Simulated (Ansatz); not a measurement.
# HfSnO4: the band gap up the ladder of functionals

The task here is to estimate one member of a computed series from the others.

Program: Ansatz 0.2.0. PAW datasets, plane waves. Values at 0 K without nuclear motion; spin polarisation is off, and the phase may be a hypothetical one.

**The system as given**

The cell was relaxed beforehand with r2SCAN.

Space group P-4m2 (No. 115), tetragonal; a = 3.564 Å, c = 5.338 Å in the conventional setting, 11.30 Å³ an atom. Hf has 4 O at 2.03 Å; Sn has 4 O at 2.04 Å; O has 2 Hf at 2.03 Å; O has 2 Sn at 2.04 Å.

The structure in full:

```
Hf Sn O
1.0
     3.56429    0.00000    0.00000
     0.00000    3.56429    0.00000
     0.00000    0.00000    5.33823
Hf Sn O
1 1 4
Direct
  0.50000 0.50000 0.50000
  0.00000 0.00000 0.00000
  0.50000 0.00000 0.68195
  0.00000 0.50000 0.81563
  0.00000 0.50000 0.31805
  0.50000 0.00000 0.18437
```

Set-up of the first run:

The input, input.yaml:

```yaml
crystal:
  lattice:
    - [3.5642920308, 0.0, 0.0]
    - [0.0, 3.5642920308, 0.0]
    - [0.0, 0.0, 5.3382292345]
  atoms:
    - { symbol: Hf, position: [0.5, 0.5, 0.5] }
    - { symbol: Sn, position: [0.0, 0.0, 0.0] }
    - { symbol: O, position: [0.5, 0.0, 0.6819533922] }
    - { symbol: O, position: [0.0, 0.5, 0.8156317145] }
    - { symbol: O, position: [0.0, 0.5, 0.3180466078] }
    - { symbol: O, position: [0.5, 0.0, 0.1843682855] }
kpoints:
  mp_grid: { grid: [8, 8, 6] }
  band_path:
    path:
      - [[0.0, 0.0, 0.0], [-1.848035669103e-53, 0.5, -2.343930120054e-69], [0.5, 0.5, -1.32760617558e-34], [0.0, 0.0, 0.0], [-2.489161064675e-51, 7.06947976095e-86, 0.5], [-2.489161064675e-51, 0.5, 0.5], [0.5, 0.5, 0.5], [-2.489161064675e-51, 7.06947976095e-86, 0.5]]
      - [[-1.848035669103e-53, 0.5, -2.343930120054e-69], [-2.489161064675e-51, 0.5, 0.5]]
      - [[0.5, 0.5, -1.32760617558e-34], [0.5, 0.5, 0.5]]
    npoints: 10
hamiltonian:
  xc: pbe
scf:
  occupations: { method: fermi_dirac, width: 0.02 }
  n_extra_bands: 5
output:
  forces: true
  stress: true
  eigenvalues: true
  write_density: true
  write_potential: true
  elf: true
  volumetric_format: npy
```

The run is started by

```
> ansatz run input.yaml --threads 2 --pin off --max-ram 29491MiB --backend cpu --events-out ev --progress --plain --runs-dir out
```

Steps of the session up to this table: PBE band path; Single point with r2SCAN; HSE06; PBE+SOC; Single point with PBE0.

One of the session's tables, all rows but one given; the rest of the session is left out.

| level | gap (eV) |
| --- | --- |
| PBE | 2.03 |
| r2SCAN | 2.58 |
| HSE06 | 3.43 |
| PBE+SOC | 2.04 |
| PBE0 | ? |

Estimate the missing values for PBE0.

**Answer.** gap (eV): 4.16. In the column «gap (eV)» it is the highest.

Meshes: PBE 8×8×6, r2SCAN 8×8×6, HSE06 4×4×4, PBE+SOC 8×8×6, PBE0 4×4×4

What this shows: The gap runs from 2.03 eV (PBE) to 4.16 eV (PBE0). Against HSE06, PBE is short by 1.40 eV, at 59 % of it, and r2SCAN 75 %. PBE0 lies 0.72 eV above HSE06, which differs from it by screening the long-range exchange.

Caveats from the session: Warnings in the runs' records: stress scf threshold loose, stress exchange threshold loose.
